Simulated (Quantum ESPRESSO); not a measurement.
# InRh2 (Fm-3m) in Quantum ESPRESSO: notebook

One crystal, InRh2, is run at these levels: PBEsol; tasks: phonons.

All numbers are computed with Quantum ESPRESSO 7.5; they aren't measurements. Logs are shortened: lines on timing, memory, paths and dates and some standing lists are left out, and cuts for length are marked.

## Step 1: The crystal as given

It takes space group Fm-3m (No. 225, cubic). Conventional cell: a = 5.781 Å, b = 5.781 Å, c = 5.781 Å, α = 90.00°, β = 90.00°, γ = 90.00°. In (site symmetry m-3m) is surrounded by 8 Rh at 2.50 Å. Rh (site symmetry -43m) has 4 In at 2.50 Å as nearest neighbours.

The cell was built by a generator and needn't be a form met in nature.

## Step 2: Phonons, PBEsol

Input file pw.in:

```
&CONTROL
  calculation = 'scf'
  prefix = 'pwscf'
  outdir = './tmp'
  pseudo_dir = './pseudo'
  tprnfor = .true.
  tstress = .true.
  disk_io = 'low'
/
&SYSTEM
  ibrav = 0
  A = 4.08807373
  nat = 3
  ntyp = 2
  ecutwfc = 88
  nbnd = 33
  occupations = 'smearing'
  smearing = 'mv'
  degauss = 0.01469973
/
&ELECTRONS
  conv_thr = 6d-10
  electron_maxstep = 120
  mixing_beta = 0.5
/
ATOMIC_SPECIES
In   114.8180 In.upf
Rh   102.9055 Rh.upf
CELL_PARAMETERS alat
   0.0000000000    0.7071067820    0.7071067820
   0.7071067820    0.0000000000    0.7071067820
   0.7071067820    0.7071067820    0.0000000000
ATOMIC_POSITIONS alat
In     0.0000000000    0.0000000000    0.0000000000
Rh     0.3535533910    0.3535533910    0.3535533910
Rh     1.0606601731    1.0606601731    1.0606601731
K_POINTS automatic
7 7 7 0 0 0
```

Input file relax.in:

```
&CONTROL
  calculation = 'vc-relax'
  prefix = 'pwscf'
  outdir = './tmp'
  pseudo_dir = './pseudo'
  tprnfor = .true.
  tstress = .true.
  disk_io = 'low'
  nstep = 40
  forc_conv_thr = 0.0001
  etot_conv_thr = 1d-06
/
&SYSTEM
  ibrav = 0
  A = 4.08807373
  nat = 3
  ntyp = 2
  ecutwfc = 88
  nbnd = 33
  occupations = 'smearing'
  smearing = 'mv'
  degauss = 0.01469973
/
&ELECTRONS
  conv_thr = 6d-10
  electron_maxstep = 120
  mixing_beta = 0.5
/
&IONS
  ion_dynamics = 'bfgs'
/
&CELL
  cell_dynamics = 'bfgs'
  press = 0
  press_conv_thr = 0.2
/
ATOMIC_SPECIES
In   114.8180 In.upf
Rh   102.9055 Rh.upf
CELL_PARAMETERS alat
   0.0000000000    0.7071067820    0.7071067820
   0.7071067820    0.0000000000    0.7071067820
   0.7071067820    0.7071067820    0.0000000000
ATOMIC_POSITIONS alat
In     0.0000000000    0.0000000000    0.0000000000
Rh     0.3535533910    0.3535533910    0.3535533910
Rh     1.0606601731    1.0606601731    1.0606601731
K_POINTS automatic
7 7 7 0 0 0
```

Input file scf2.in:

```
&CONTROL
  calculation = 'scf'
  prefix = 'pwscf'
  outdir = './tmp'
  pseudo_dir = './pseudo'
  tprnfor = .true.
  tstress = .true.
  disk_io = 'low'
/
&SYSTEM
  ibrav = 0
  A = 4.25807029
  nat = 3
  ntyp = 2
  ecutwfc = 88
  nbnd = 33
  occupations = 'smearing'
  smearing = 'mv'
  degauss = 0.01469973
/
&ELECTRONS
  conv_thr = 1d-13
  electron_maxstep = 120
  mixing_beta = 0.5
  startingpot = 'file'
  startingwfc = 'file'
/
ATOMIC_SPECIES
In   114.8180 In.upf
Rh   102.9055 Rh.upf
CELL_PARAMETERS alat
   0.0000000000    0.7071067807    0.7071067807
   0.7071067807    0.0000000000    0.7071067807
   0.7071067807    0.7071067807    0.0000000000
ATOMIC_POSITIONS alat
In     0.0000000000    0.0000000000    0.0000000000
Rh     0.3535533903    0.3535533903    0.3535533903
Rh     1.0606601710    1.0606601710    1.0606601710
K_POINTS automatic
7 7 7 0 0 0
```

Input file ph.in:

```
phonons of InRh2
&INPUTPH
  prefix = 'pwscf'
  outdir = './tmp'
  tr2_ph = 1d-18
  fildyn = 'dyn'
  niter_ph = 90
  alpha_mix(1) = 0.4
/
0.0000000000 0.0000000000 0.0000000000
```

Input file dynmat.in:

```
&INPUT
  fildyn = 'dyn'
  asr = 'crystal'
  filout = 'dynmat.disp'
  fileig = 'dynmat.eig'
/
```

Potentials or basis: PseudoDojo 0.4.1 SR PBEsol standard.

The run is started by

```sh
OMP_NUM_THREADS=1 mpirun -n 4 pw.x -nk 4 -in pw.in > pw.out
OMP_NUM_THREADS=1 mpirun -n 4 pw.x -nk 4 -in relax.in > relax.out
OMP_NUM_THREADS=1 mpirun -n 4 pw.x -nk 4 -in scf2.in > scf2.out
OMP_NUM_THREADS=1 mpirun -n 4 ph.x -nk 4 -in ph.in > ph.out
OMP_NUM_THREADS=1 mpirun -n 1 dynmat.x -in dynmat.in > dynmat.out
```

pw.out:

```text
This program is part of the open-source Quantum ESPRESSO suite
     for quantum simulation of materials; please cite
[... 6 lines left out ...]
     using ibrav=0 with symmetry is DISCOURAGED, use correct ibrav instead

     K-points division:     npool     =       4
     Subspace diagonalization in iterative solution of the eigenvalue problem:
     a serial algorithm will be used

     G-vector sticks info
     --------------------
     sticks:   dense  smooth     PW     G-vecs:    dense   smooth      PW
     Sum        1453    1453    421                36325    36325    5673

     Using Slab Decomposition

     bravais-lattice index     =            0
     lattice parameter (alat)  =       7.7253  a.u.
     unit-cell volume          =     326.0151 (a.u.)^3
     number of atoms/cell      =            3
     number of atomic types    =            2
     number of electrons       =        47.00
     number of Kohn-Sham states=           33
     kinetic-energy cutoff     =      88.0000  Ry
     charge density cutoff     =     352.0000  Ry
     scf convergence threshold =      6.0E-10
     mixing beta               =       0.5000
     number of iterations used =            8  plain     mixing
     Exchange-correlation= PBESOL
                           (   1   4  10   8   0   0   0)

     celldm(1)=   7.725340  celldm(2)=   0.000000  celldm(3)=   0.000000
     celldm(4)=   0.000000  celldm(5)=   0.000000  celldm(6)=   0.000000

     crystal axes: (cart. coord. in units of alat)
               a(1) = (   0.000000   0.707107   0.707107 )
               a(2) = (   0.707107   0.000000   0.707107 )
               a(3) = (   0.707107   0.707107   0.000000 )

     reciprocal axes: (cart. coord. in units 2 pi/alat)
               b(1) = ( -0.707107  0.707107  0.707107 )
               b(2) = (  0.707107 -0.707107  0.707107 )
               b(3) = (  0.707107  0.707107 -0.707107 )

     PseudoPot. # 1 for In read from file:
     In.upf
     Pseudo is Norm-conserving + core correction, Zval = 13.0
     Generated using ONCVPSP code by D. R. Hamann
     Using radial grid of 1940 points,  6 beta functions with:
                l(1) =   0
                l(2) =   0
                l(3) =   1
                l(4) =   1
                l(5) =   2
                l(6) =   2

     PseudoPot. # 2 for Rh read from file:
     Rh.upf
     Pseudo is Norm-conserving + core correction, Zval = 17.0
     Generated using ONCVPSP code by D. R. Hamann
     Using radial grid of 1568 points,  6 beta functions with:
                l(1) =   0
                l(2) =   0
                l(3) =   1
                l(4) =   1
                l(5) =   2
                l(6) =   2

     atomic species   valence    mass     pseudopotential
     In               13.00   114.81800     In( 1.00)
     Rh               17.00   102.90550     Rh( 1.00)

     48 Sym. Ops., with inversion, found

   Cartesian axes

     site n.     atom                  positions (alat units)
         1        In     tau(   1) = (   0.0000000   0.0000000   0.0000000  )
         2        Rh     tau(   2) = (   0.3535534   0.3535534   0.3535534  )
         3        Rh     tau(   3) = (   1.0606602   1.0606602   1.0606602  )

     number of k points=    20  Marzari-Vanderbilt smearing, width (Ry)=  0.0147
                       cart. coord. in units 2pi/alat
        k(    1) = (   0.0000000   0.0000000   0.0000000), wk =   0.0058309
        k(    2) = (   0.1010153   0.1010153  -0.1010153), wk =   0.0466472
        k(    3) = (   0.2020305   0.2020305  -0.2020305), wk =   0.0466472
        k(    4) = (   0.3030458   0.3030458  -0.3030458), wk =   0.0466472
        k(    5) = (   0.2020305   0.0000000  -0.0000000), wk =   0.0349854
        k(    6) = (   0.3030458   0.1010153  -0.1010153), wk =   0.1399417
[... 12 lines left out ...]
        k(   19) = (  -0.1010153  -0.5050763   0.7071068), wk =   0.1399417
        k(   20) = (   0.0000000  -0.4040610   0.6060915), wk =   0.1399417

     Dense  grid:    36325 G-vectors     FFT dimensions: (  48,  48,  48)

     Initial potential from superposition of free atoms

     starting charge      46.9954, renormalised to      47.0000
     Starting wfcs are   29 randomized atomic wfcs +    4 random wfcs

     Self-consistent Calculation

     iteration #  1     ecut=    88.00 Ry     beta= 0.50
     Davidson diagonalization with overlap
     ethr =  1.00E-02,  avg # of iterations =  4.4

     Threshold (ethr) on eigenvalues was too large:
     Diagonalizing with lowered threshold

     Davidson diagonalization with overlap
     ethr =  2.48E-04,  avg # of iterations =  2.5

     total energy              =    -601.29879211 Ry
     estimated scf accuracy    <       0.12407193 Ry

     iteration #  2     ecut=    88.00 Ry     beta= 0.50
     Davidson diagonalization with overlap
     ethr =  2.64E-04,  avg # of iterations =  2.0

     total energy              =    -601.32288732 Ry
     estimated scf accuracy    <       0.05439068 Ry

     iteration #  3     ecut=    88.00 Ry     beta= 0.50
     Davidson diagonalization with overlap
     ethr =  1.16E-04,  avg # of iterations =  2.7

     total energy              =    -601.33497016 Ry
     estimated scf accuracy    <       0.00355199 Ry

     iteration #  4     ecut=    88.00 Ry     beta= 0.50
     Davidson diagonalization with overlap
     ethr =  7.56E-06,  avg # of iterations =  4.7

     total energy              =    -601.33526317 Ry
     estimated scf accuracy    <       0.00025178 Ry

     iteration #  5     ecut=    88.00 Ry     beta= 0.50
     Davidson diagonalization with overlap
     ethr =  5.36E-07,  avg # of iterations =  3.0
[... 8 lines left out ...]
     total energy              =    -601.33528171 Ry
     estimated scf accuracy    <       0.00000026 Ry

     iteration #  7     ecut=    88.00 Ry     beta= 0.50
     Davidson diagonalization with overlap
     ethr =  5.52E-10,  avg # of iterations =  2.9

     total energy              =    -601.33528177 Ry
     estimated scf accuracy    <          7.4E-09 Ry

     iteration #  8     ecut=    88.00 Ry     beta= 0.50
     Davidson diagonalization with overlap
     ethr =  1.57E-11,  avg # of iterations =  2.8

     total energy              =    -601.33528177 Ry
     estimated scf accuracy    <          1.6E-09 Ry

     iteration #  9     ecut=    88.00 Ry     beta= 0.50
     Davidson diagonalization with overlap
     ethr =  3.49E-12,  avg # of iterations =  2.0

     End of self-consistent calculation

          k = 0.0000 0.0000 0.0000 (  4573 PWs)   bands (ev):

   -59.9313 -59.8851 -27.9682 -27.9682 -27.9682 -27.8059 -27.8059 -27.8059
     3.8215   3.8215   3.8215   3.9171   3.9171   8.9128  13.6321  13.6321
    13.6321  14.3972  14.3972  17.6957  17.6957  17.6957  18.6726  18.6726
    24.8850  25.4410  25.4410  25.4410  26.9729  26.9729  26.9729  30.1496
    30.5704

          k = 0.1010 0.1010-0.1010 (  4546 PWs)   bands (ev):

   -59.9289 -59.8874 -27.9604 -27.9604 -27.9602 -27.8157 -27.8141 -27.8141
     3.8066   3.8172   3.8172   3.9274   3.9274   9.2044  13.6290  13.7774
    13.7774  14.5283  14.5283  17.4052  17.5473  17.5473  18.2962  18.2962
    23.0414  25.2507  25.2507  25.3341  27.2581  27.2581  27.5342  30.3039
    30.3849

          k = 0.2020 0.2020-0.2020 (  4567 PWs)   bands (ev):

   -59.9224 -59.8937 -27.9387 -27.9382 -27.9382 -27.8414 -27.8371 -27.8371
     3.7719   3.8075   3.8075   3.9506   3.9506   9.9891  13.6405  14.1658
    14.1658  14.9270  14.9270  16.8020  17.1233  17.1233  17.4273  17.4273
    20.0718  24.9878  24.9878  26.1392  27.4255  27.4255  27.5196  31.0370
    31.4528

          k = 0.3030 0.3030-0.3030 (  4536 PWs)   bands (ev):

   -59.9131 -59.9029 -27.9088 -27.9060 -27.9060 -27.8745 -27.8699 -27.8699
     3.7435   3.7995   3.7995   3.9693   3.9693  10.8371  13.6750  14.6183
    14.6183  15.5462  15.5462  16.4053  16.4053  16.4368  16.7085  16.7085
    17.9453  24.8249  24.8249  26.5623  27.3556  27.3556  27.4417  33.1591
    33.1631
[... 59 lines left out ...]
   -59.9169 -59.8990 -27.9739 -27.9727 -27.9697 -27.8119 -27.8031 -27.8031
     3.7228   3.7961   3.8032   3.9310   4.0154  10.9467  13.0700  14.5063
    15.1292  15.4281  15.5002  15.8613  16.4730  16.6036  17.4978  18.0218
    19.4230  21.0406  21.3190  25.7950  27.0711  30.9500  31.0842  32.5718
    33.5400

          k =-0.1010-0.5051 0.5051 (  4525 PWs)   bands (ev):

   -59.9105 -59.9053 -27.9913 -27.9537 -27.9504 -27.8258 -27.8255 -27.7895
     3.7274   3.7749   3.7983   3.9504   4.0114  11.3582  13.6540  14.5657
    14.9104  15.1952  15.3535  16.2393  16.5584  17.0653  17.1072  17.3178
    17.7956  20.7221  21.7022  25.9261  29.3502  30.4002  30.6118  32.7303
    33.1000

          k =-0.0000-0.4041 0.4041 (  4532 PWs)   bands (ev):

   -59.9122 -59.9037 -27.9918 -27.9212 -27.9156 -27.8606 -27.8599 -27.7868
     3.7569   3.7607   3.7977   3.9661   3.9864  11.1131  14.0062  14.4860
    14.7932  15.0297  15.6245  15.9849  16.0196  16.7034  17.0353  17.1762
    19.3093  20.4877  22.9310  26.0397  29.4141  30.3975  30.5727  31.0678
    31.8303

          k = 0.6061-0.0000 0.0000 (  4544 PWs)   bands (ev):

   -59.9162 -59.8996 -28.0005 -27.9837 -27.9837 -27.7923 -27.7923 -27.7827
     3.6959   3.8029   3.8029   3.9205   4.0392  11.2885  12.8221  14.3798
    15.2439  15.7794  15.7805  15.7805  16.6471  16.6471  17.5750  18.5919
    19.4022  19.4022  20.3126  25.3768  26.3153  32.1879  33.5469  33.5469
    34.3397

          k =-0.0000-0.6061 0.6061 (  4526 PWs)   bands (ev):

   -59.9139 -59.9019 -28.0080 -27.9768 -27.9757 -27.8004 -27.8003 -27.7747
     3.6982   3.7925   3.8006   3.9291   4.0374  11.4732  13.0582  14.5249
    14.8794  15.3429  15.6917  16.6706  16.8225  16.9186  17.5040  17.6362
    18.2341  20.0563  20.0831  25.7540  27.0841  31.6484  33.1066  33.2718
    34.1906

          k = 0.4041 0.2020 0.0000 (  4552 PWs)   bands (ev):

   -59.9187 -59.8973 -27.9824 -27.9420 -27.9276 -27.8527 -27.8346 -27.7939
     3.7508   3.7914   3.8047   3.9407   3.9890  10.5586  13.3348  14.5206
    14.8451  14.9117  15.3832  16.1766  16.4242  16.7204  17.4345  17.7135
    20.6462  20.9740  22.8638  27.1062  27.2926  28.2319  31.0662  31.3570
    32.3916

          k =-0.2020-0.4041 0.6061 (  4536 PWs)   bands (ev):

   -59.9117 -59.9041 -27.9814 -27.9620 -27.9078 -27.8697 -27.8180 -27.7970
     3.7424   3.7681   3.8006   3.9565   3.9989  11.1950  13.7428  14.5366
    14.8289  15.3990  15.4726  15.7767  16.3789  16.8239  17.0490  17.2546
    18.4821  21.2334  21.9415  27.3390  27.7434  29.6750  31.2228  31.7077
    32.5717

          k =-0.1010-0.5051 0.7071 (  4549 PWs)   bands (ev):

   -59.9133 -59.9025 -27.9961 -27.9880 -27.9477 -27.8290 -27.7893 -27.7857
     3.7137   3.7800   3.8032   3.9377   4.0254  11.3755  13.2607  14.6563
    14.7799  15.1266  15.9589  16.2508  16.6285  16.8370  17.2347  17.4917
    18.9331  20.0069  20.4657  26.8204  27.2654  30.1988  32.1242  33.5329
    33.9338

          k = 0.0000-0.4041 0.6061 (  4529 PWs)   bands (ev):

   -59.9088 -59.9070 -27.9997 -27.9846 -27.9111 -27.8662 -27.7942 -27.7808
     3.7327   3.7563   3.8021   3.9520   4.0150  11.4781  13.8735  14.2400
    14.8561  15.1407  15.6312  16.1776  16.6246  17.0185  17.3425  17.3482
    18.0398  20.1234  20.6850  27.1930  29.2655  29.7715  29.9878  32.8034
    34.0943

     the Fermi energy is    17.5836 ev

!    total energy              =    -601.33528177 Ry
     estimated scf accuracy    <          1.1E-11 Ry
     smearing contrib. (-TS)   =       0.00199374 Ry
     internal energy E=F+TS    =    -601.33727551 Ry

     The total energy is F=E-TS. E is the sum of the following terms:
     one-electron contribution =    -170.38091288 Ry
     hartree contribution      =     120.40340898 Ry
     xc contribution           =    -115.33718228 Ry
     ewald contribution        =    -436.02258933 Ry

     convergence has been achieved in   9 iterations

     Forces acting on atoms (cartesian axes, Ry/au):

     atom    1 type  1   force =     0.00000000    0.00000000   -0.00000000
     atom    2 type  2   force =    -0.00000000    0.00000000   -0.00000000
     atom    3 type  2   force =     0.00000000    0.00000000   -0.00000000

     Total force =     0.000000     Total SCF correction =     0.000000

     Computing stress (Cartesian axis) and pressure

          total   stress  (Ry/bohr**3)                   (kbar)     P=      251.29
   0.00170823  -0.00000000   0.00000000          251.29       -0.00        0.00
  -0.00000000   0.00170823   0.00000000           -0.00      251.29        0.00
   0.00000000   0.00000000   0.00170823            0.00        0.00      251.29

=------------------------------------------------------------------------------=
   JOB DONE.
=------------------------------------------------------------------------------=
```

It took 24 min on 4 MPI ranks of Arm Neoverse N1, shared host; peak memory 0.6 GiB.

Results:

| Quantity | Value |
| --- | --- |
| Free energy | -8182.0313 eV |
| Relaxed volume | 18.20 Å³/atom |
| Relaxed cell | a = 4.258 Å, b = 4.258 Å, c = 4.258 Å, α = 60.00°, β = 60.00°, γ = 60.00° |
| Space group after relaxing (to 0.05 Å) | Fm-3m (No. 225) |
| Pressure after relaxing | 0.4 GPa |
| Band gap on the k mesh | none (metal or under the smearing width) |
| Highest phonon frequency at Γ | 235 cm⁻¹ |

The path:
| step | energy change (eV) | largest force (eV/Å) | pressure (GPa) | volume (Å³) |
| --- | --- | --- | --- | --- |
| 1 | 0.0000 | 0.0000 | 25.13 | 48.31 |
| 2 | -0.4381 | 0.0000 | -0.49 | 54.77 |
| 3 | -0.4384 | 0.0000 | -0.10 | 54.63 |
| 4 | -0.4384 | 0.0000 | 0.00 | 54.59 |

Final structure:
```xyz
3
Lattice="0.0000 3.0109 3.0109 3.0109 0.0000 3.0109 3.0109 3.0109 0.0000" Properties=species:S:1:pos:R:3 pbc="T T T"
In    0.0000    0.0000    0.0000
Rh    1.5055    1.5055    1.5055
Rh    4.5164    4.5164    4.5164
```

Phonon frequencies in cm⁻¹ (negative: imaginary):
```
              q point                       frequencies
(0.000, 0.000, 0.000)  -3 -3 -3 137 137 137 235 235 235
```

Optical modes at Γ, degenerate ones joined:
| cm⁻¹ | components | symmetry | active in |
| --- | --- | --- | --- |
| 137 | 3 | T2g | Raman |
| 235 | 3 | T1u | IR |

Caveat: the mesh is thin for the phonons of a metal.

(Continued in part 2 of 3.)
